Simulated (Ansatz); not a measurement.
# CH2BFS: two geometries relaxed

Method: RKS BHLYP/6-31G*, in Ansatz 0.2.0.

## Step 1: The starting structure

Bond lengths: F1–B2 1.289 Å, B2–C3 1.384 Å, C3–S4 1.800 Å, C3–H5 1.076 Å, S4–H6 1.331 Å. Angles: F1–B2–C3 178.6°, B2–C3–S4 126.0°, B2–C3–H5 125.4°, S4–C3–H5 108.6°, C3–S4–H6 97.6°.

As a file:

```xyz
6

F    -1.2240   -1.9448    0.4407
B    -0.4969   -1.0026   -0.0552
C     0.2804    0.0258   -0.5591
S     0.6837    1.5611    0.2897
H     0.7465    0.0373   -1.5292
H     0.0102    1.3232    1.4131
```

## Step 2: End point A

Contents of input.yaml:

```yaml
crystal:
  periodic: [false, false, false]
  atoms:
    - { symbol: F, position_ang: [-1.22395, -1.94479, 0.4407] }
    - { symbol: B, position_ang: [-0.49687, -1.00264, -0.05524] }
    - { symbol: C, position_ang: [0.28044, 0.02577, -0.55911] }
    - { symbol: S, position_ang: [0.68366, 1.56114, 0.2897] }
    - { symbol: H, position_ang: [0.74654, 0.03733, -1.52918] }
    - { symbol: H, position_ang: [0.01018, 1.32319, 1.41312] }
basis:
  gaussian: { orbitals: "6-31G*" }
hamiltonian:
  xc: { name: BHLYP }
relax:
  f_tol: 0.02
  max_steps: 50
```

The run is started by

```
> ansatz run input.yaml --threads 1 --pin off --max-ram 2048MiB --backend cpu --events-out ev --progress --plain --runs-dir out
```

Q: Estimate wall time and peak memory on 1 thread of Arm Neoverse V1, shared host.

About 52 s, with a peak of 0.15 GiB.
